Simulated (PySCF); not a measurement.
# C3MgN radical: EPR parameters at several levels of theory

Aim: compute the EPR parameters of C3MgN radical (`N#CC#[C][Mg]`) at several levels, and see how far they spread and what each costs.

Programs: PySCF 2.14.0, with density-fitted response routines of our own. Each step states its level of theory. These are calculated values for one molecule in the gas phase, unless marked as measured. Atoms are numbered from 0 throughout.

## Step 1: The starting structure

5 atoms, charge 0, multiplicity 2; geometry from: GFN2-xTB.

Bonds of the start (Å): N0–C1 1.15, C1–C2 1.37, C2–C3 1.22, C3–Mg4 2.16.

## Step 2: Optimising the geometry at PBE0-D3(BJ)/def2-TZVP

What the job is given:

```
{"job": {"xc": "PBE0", "basis": "def2-TZVP", "d3": "d3bj", "grid": 2, "kind": "geom"}, "charge": 0, "multiplicity": 2}
N      0.000000     0.000000    -2.660700
C      0.000000     0.000000    -1.509030
C      0.000000     0.000000    -0.143000
C      0.000000     0.000000     1.078520
Mg     0.000000     0.000000     3.234210
```

Log:

```text
step   0  E = -368.80031311  max force = 0.015533
step   1  E = -368.80175855  max force = 0.002846
step   2  E = -368.80178657  max force = 0.000527
step   3  E = -368.80178771  max force = 0.000014
optimisation converged
```

It took 33 s on 4 threads of Arm Neoverse V2, shared host.

Step by step:

```csv
step,energy from step 0 (eV),largest force component (eV/Å)
0,0.0000,0.7987
1,-0.0393,0.1463
2,-0.0401,0.0271
3,-0.0401,0.0007
```

Close pairs (by a distance rule), those that changed most:

```csv
bond,before (Å),after (Å),change (Å)
C3–Mg4,2.156,2.065,-0.091
N0–C1,1.152,1.156,+0.005
C1–C2,1.366,1.368,+0.002
C2–C3,1.222,1.221,-0.001
```

The end geometry stands in the next job.

```csv
at the end point,value
point group (found at 0.08 Å tolerance),C∞v
"rotational constants (GHz, main isotopes)","1.385, 1.385"
dipole moment (D),6.44
⟨S²⟩,0.751
```

## Step 3: g tensor and hyperfine couplings: B3LYP/def2-TZVP-core+IGLO-III

What the job is given:

```
{"job": {"kind": "epr", "xc": "B3LYP"}, "charge": 0, "multiplicity": 2}
N     -0.000000    -0.000000    -2.646797
C     -0.000000    -0.000000    -1.490555
C      0.000000    -0.000000    -0.122907
C      0.000000     0.000000     1.097785
Mg     0.000000     0.000000     3.162473
```

Method: UKS B3LYP, IGLO-III on C N, def2-TZVP-core on Mg, non-relativistic, mean-field spin-orbit, GIAO.

Log:

```text
UKS, coarse grid
  cycle   1  E = -369.07829543  |g| = 3.72e-01
  cycle   2  E = -368.95469721  |g| = 6.49e-01
  cycle   3  E = -369.12852116  |g| = 1.63e-01
  cycle   4  E = -369.13953305  |g| = 5.59e-02
  cycle   5  E = -369.14084546  |g| = 2.51e-02
  cycle   6  E = -369.14117900  |g| = 8.62e-03
  cycle   7  E = -369.14121287  |g| = 1.83e-03
  cycle   8  E = -369.14121524  |g| = 3.90e-04
UKS, final grid
  cycle   1  E = -369.14120949  |g| = 8.81e-04
  cycle   2  E = -369.14120676  |g| = 2.50e-03
  cycle   3  E = -369.14120995  |g| = 8.82e-05
  cycle   4  E = -369.14120998  |g| = 8.12e-05
  cycle   5  E = -369.14120999  |g| = 7.37e-05
  cycle   6  E = -369.14121000  |g| = 1.94e-05
E = -369.14121000 Eh   <S^2> = 0.7509 (exact 0.7500)
g shifts (ppm)      1          2          3
  rmc           -87        -87        -87
  gc             23         23         19
  oz_so       -1610      -1610          0
  total       -1674      -1674        -67
hyperfine (MHz)  atom isotope    a_iso     a_fc   dipolar eigenvalues
    0   14N      -0.21      -0.21     -0.26     -0.26      0.51
    1   13C       3.55       3.55     -0.06      0.03      0.03
    2   13C      23.96      23.95     -2.17     -2.17      4.35
    3   13C     168.89     168.91     -4.99     -4.99      9.99
    4  25Mg    -306.02    -306.10     -9.68      4.84      4.84
```

Wall time 16 s (4 threads of Arm Neoverse V2, shared host).

Principal g values 2.00065, 2.00065, 2.00225; g(iso) = 2.00118, against 2.00232 for a free electron.

Hyperfine couplings, nucleus by nucleus at this fixed geometry (no averaging over rotations):

```csv
nuclei,isotope,a(iso) (MHz),"a(iso) (G, at g = 2.0023)",largest dipolar term (MHz)
Mg4,25Mg,-306.0,-109.2,-9.7
C3,13C,168.9,60.3,10.0
C2,13C,24.0,8.5,4.3
C1,13C,3.5,1.3,-0.1
N0,14N,-0.2,-0.1,0.5
```

Mulliken spin populations:

```csv
atom,value (e)
N0,-0.01
C1,0.01
C2,-0.01
C3,0.04
Mg4,0.97
```

## Step 4: EPR parameters: PBE0/def2-TZVP-core+IGLO-III

The job, as its differences from that of step 3:

```diff
@@ -1,2 +1,2 @@
-{"job": {"kind": "epr", "xc": "B3LYP"}, "charge": 0, "multiplicity": 2}
+{"job": {"kind": "epr", "xc": "PBE0"}, "charge": 0, "multiplicity": 2}
 N     -0.000000    -0.000000    -2.646797
```

With the program's defaults for keys left out, this is: UKS PBE0, IGLO-III on C N, def2-TZVP-core on Mg, non-relativistic, mean-field spin-orbit, GIAO.

Log:

```text
UKS, coarse grid
  cycle   1  E = -368.74793821  |g| = 3.52e-01
  cycle   2  E = -368.66380828  |g| = 5.65e-01
  cycle   3  E = -368.79198875  |g| = 1.47e-01
  cycle   4  E = -368.80092956  |g| = 5.05e-02
  cycle   5  E = -368.80210822  |g| = 1.78e-02
  cycle   6  E = -368.80226810  |g| = 7.77e-03
  cycle   7  E = -368.80229830  |g| = 1.88e-03
  cycle   8  E = -368.80230052  |g| = 4.48e-04
UKS, final grid
  cycle   1  E = -368.80230815  |g| = 8.68e-04
  cycle   2  E = -368.80230614  |g| = 2.21e-03
  cycle   3  E = -368.80230866  |g| = 1.25e-04
  cycle   4  E = -368.80230873  |g| = 1.34e-04
  cycle   5  E = -368.80230877  |g| = 7.86e-05
  cycle   6  E = -368.80230878  |g| = 3.07e-05
  cycle   7  E = -368.80230879  |g| = 1.06e-05
E = -368.80230879 Eh   <S^2> = 0.7510 (exact 0.7500)
g shifts (ppm)      1          2          3
  rmc           -79        -79        -79
  gc             22         22         18
  oz_so       -1570      -1570         -0
  total       -1627      -1627        -61
hyperfine (MHz)  atom isotope    a_iso     a_fc   dipolar eigenvalues
    0   14N      -0.22      -0.22     -0.31     -0.31      0.62
    1   13C       4.01       4.01     -0.26      0.13      0.13
    2   13C      21.73      21.72     -2.27     -2.27      4.54
    3   13C     152.15     152.17     -4.27     -4.27      8.53
    4  25Mg    -284.69    -284.76     -9.39      4.70      4.70
```

Run time: 17 s. Hardware: 4 threads of Arm Neoverse V2, shared host.

Key values: g(iso) 2.00121.

## Step 5: g tensor and hyperfine couplings: PBE/def2-TZVP-core+IGLO-III

The job, as its differences from that of step 4:

```diff
@@ -1,2 +1,2 @@
-{"job": {"kind": "epr", "xc": "PBE0"}, "charge": 0, "multiplicity": 2}
+{"job": {"kind": "epr", "xc": "PBE"}, "charge": 0, "multiplicity": 2}
 N     -0.000000    -0.000000    -2.646797
```

With the program's defaults for keys left out, this is: UKS PBE, IGLO-III on C N, def2-TZVP-core on Mg, non-relativistic, mean-field spin-orbit, GIAO.

Log:

```text
UKS, coarse grid
  cycle   1  E = -368.71740375  |g| = 4.23e-01
  cycle   2  E = -368.49527543  |g| = 7.59e-01
  cycle   3  E = -368.75941961  |g| = 2.69e-01
  cycle   4  E = -368.78517222  |g| = 1.20e-01
  cycle   5  E = -368.79267495  |g| = 2.70e-02
  cycle   6  E = -368.79296491  |g| = 1.04e-02
  cycle   7  E = -368.79296817  |g| = 1.06e-02
  cycle   8  E = -368.79302727  |g| = 7.42e-04
  cycle   9  E = -368.79302724  |g| = 1.50e-04
UKS, final grid
  cycle   1  E = -368.79303435  |g| = 2.31e-04
  cycle   2  E = -368.79303417  |g| = 6.71e-04
  cycle   3  E = -368.79303436  |g| = 8.65e-05
  cycle   4  E = -368.79303437  |g| = 5.01e-05
  cycle   5  E = -368.79303437  |g| = 4.14e-05
  cycle   6  E = -368.79303437  |g| = 8.13e-06
E = -368.79303437 Eh   <S^2> = 0.7507 (exact 0.7500)
g shifts (ppm)      1          2          3
  rmc           -80        -80        -80
  gc             21         21         19
  oz_so       -1638      -1638         -0
  total       -1697      -1697        -62
hyperfine (MHz)  atom isotope    a_iso     a_fc   dipolar eigenvalues
    0   14N      -0.10      -0.10     -0.24     -0.24      0.48
    1   13C       3.57       3.57     -0.05     -0.05      0.11
    2   13C      26.68      26.67     -2.15     -2.15      4.30
    3   13C     161.35     161.37     -5.09     -5.09     10.17
    4  25Mg    -280.92    -280.99     -9.73      4.86      4.86
```

Wall time 8.7 s (4 threads of Arm Neoverse V2, shared host).

In short: g(iso) 2.00117.

## Step 6: EPR parameters: CAM-B3LYP/def2-TZVP-core+IGLO-III

The job, as its differences from that of step 5:

```diff
@@ -1,2 +1,2 @@
-{"job": {"kind": "epr", "xc": "PBE"}, "charge": 0, "multiplicity": 2}
+{"job": {"kind": "epr", "xc": "CAM-B3LYP"}, "charge": 0, "multiplicity": 2}
 N     -0.000000    -0.000000    -2.646797
```

Method: UKS CAM-B3LYP, IGLO-III on C N, def2-TZVP-core on Mg, non-relativistic, mean-field spin-orbit, GIAO.

Log:

```text
UKS, coarse grid
  cycle   1  E = -368.96396424  |g| = 3.70e-01
  cycle   2  E = -368.90272290  |g| = 5.57e-01
  cycle   3  E = -369.02487791  |g| = 8.33e-02
  cycle   4  E = -369.02811206  |g| = 3.44e-02
  cycle   5  E = -369.02880504  |g| = 7.67e-03
  cycle   6  E = -369.02886010  |g| = 7.36e-03
  cycle   7  E = -369.02889765  |g| = 1.93e-03
  cycle   8  E = -369.02890228  |g| = 6.64e-04
UKS, final grid
  cycle   1  E = -369.02889866  |g| = 6.78e-04
  cycle   2  E = -369.02889845  |g| = 1.08e-03
  cycle   3  E = -369.02889901  |g| = 1.40e-04
  cycle   4  E = -369.02889905  |g| = 9.87e-05
  cycle   5  E = -369.02889908  |g| = 6.36e-05
  cycle   6  E = -369.02889909  |g| = 4.83e-05
  cycle   7  E = -369.02889910  |g| = 2.74e-05
  cycle   8  E = -369.02889911  |g| = 7.35e-06
E = -369.02889911 Eh   <S^2> = 0.7511 (exact 0.7500)
g shifts (ppm)      1          2          3
  rmc           -87        -87        -87
  gc             24         24         19
  oz_so       -1652      -1652         -0
  total       -1715      -1715        -68
hyperfine (MHz)  atom isotope    a_iso     a_fc   dipolar eigenvalues
    0   14N      -0.22      -0.22     -0.29     -0.29      0.57
    1   13C       3.65       3.65     -0.24      0.12      0.12
    2   13C      22.80      22.79     -2.28     -2.28      4.56
    3   13C     167.36     167.38     -4.77     -4.77      9.54
    4  25Mg    -310.80    -310.88     -9.83      4.91      4.91
```

It took 24 s on 4 threads of Arm Neoverse V2, shared host.

In short: g(iso) 2.00115.

## Step 7: Side by side: EPR parameters

g, ⟨S²⟩ and isotropic hyperfine couplings (MHz), with basis size and wall time:

```csv
run,g(iso),⟨S²⟩,25Mg Mg4,13C C3,13C C2,13C C1,14N N0,functions,time
B3LYP/def2-TZVP-core+IGLO-III,2.00118,0.751,-306.0,168.9,24.0,3.5,-0.2,196,16 s
PBE0/def2-TZVP-core+IGLO-III,2.00121,0.751,-284.7,152.1,21.7,4.0,-0.2,196,17 s
PBE/def2-TZVP-core+IGLO-III,2.00117,0.751,-280.9,161.4,26.7,3.6,-0.1,196,8.7 s
CAM-B3LYP/def2-TZVP-core+IGLO-III,2.00115,0.751,-310.8,167.4,22.8,3.6,-0.2,196,24 s
```

## Step 8: Summary of results

| quantity | value |
| --- | --- |
| point group | C∞v |
| rotational constants (main isotopes) | 1.38, 1.38 GHz |
| g(iso) (B3LYP) | 2.00118 |
| ⟨S²⟩ | 0.751 (exact 0.75) |
| largest a(iso) | 25Mg on Mg4, -306.0 MHz |

What this shows: Single values in the summary come from the first sound run of each kind (B3LYP/def2-TZVP-core+IGLO-III), which need not be the best level. The optimisation took 3 steps and gained 0.040 eV; among the close pairs (by a distance rule), C3–Mg4 changed most, from 2.156 to 2.065 Å. Most of the unpaired spin sits on Mg4 (0.97 e). The isotropic g lies 1.1 ppt below the free-electron value. The coupling of 25Mg on Mg4 runs from -310.8 (CAM-B3LYP/def2-TZVP-core+IGLO-III) to -280.9 MHz (PBE/def2-TZVP-core+IGLO-III).
